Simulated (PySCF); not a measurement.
# H10N5Nb (Nb(NH2)5): the cost of one run

Programs: PySCF 2.14.0, with routines of our own; each step states its level. All values are computed. Atoms count from 0.

1 further run of the same task is left out (for a basis unfit for spin-orbit shieldings).

## 1. The starting structure

16 atoms, charge 0, multiplicity 1; geometry from: GFN2-xTB.

## 2. NMR shieldings: PBE0/pcSseg-1 Nb:x2c-TZVPall-2c, spin-free

The job: settings as JSON, then the geometry in Å.

```
{"job": {"kind": "hnmr", "xc": "PBE0", "basis": {"default": "pcSseg-1", "Nb": "x2c-TZVPall-2c"}, "rel": "sf"}, "charge": 0, "multiplicity": 1}
Nb    -0.032350    -0.057270     0.001080
N      0.001580     0.162960     1.982780
H      0.224070    -0.589220     2.636630
H     -0.030460     1.017570     2.538650
N      0.093620     0.007600    -1.988140
H     -0.677740    -0.227570    -2.614190
H      0.822440     0.406270    -2.579520
N      1.977180    -0.087180    -0.029110
H      2.552600    -0.268570    -0.848640
H      2.597640     0.164390     0.737090
N     -1.129660     1.626750    -0.013200
H     -1.254340     2.261380    -0.798410
H     -1.581290     2.043320     0.798450
N     -0.994920    -1.805010     0.049310
H     -1.806790    -2.024030     0.624460
H     -0.761580    -2.631400    -0.497250
```

Method: PBE0/pcSseg-1 Nb:x2c-TZVPall-2c GIAO NMR shielding, spin-free X2C, Gaussian nuclei, gas phase.

Command:

```
$ OMP_NUM_THREADS=1 python heavy_run.py task.json out
```

This one command runs all jobs of the session in turn.

Q: Estimate the wall time and peak memory of this job on 1 thread of Intel Xeon Platinum 8375C at 2.90GHz, shared host.

About 72 s, with a peak of 1.1 GiB.
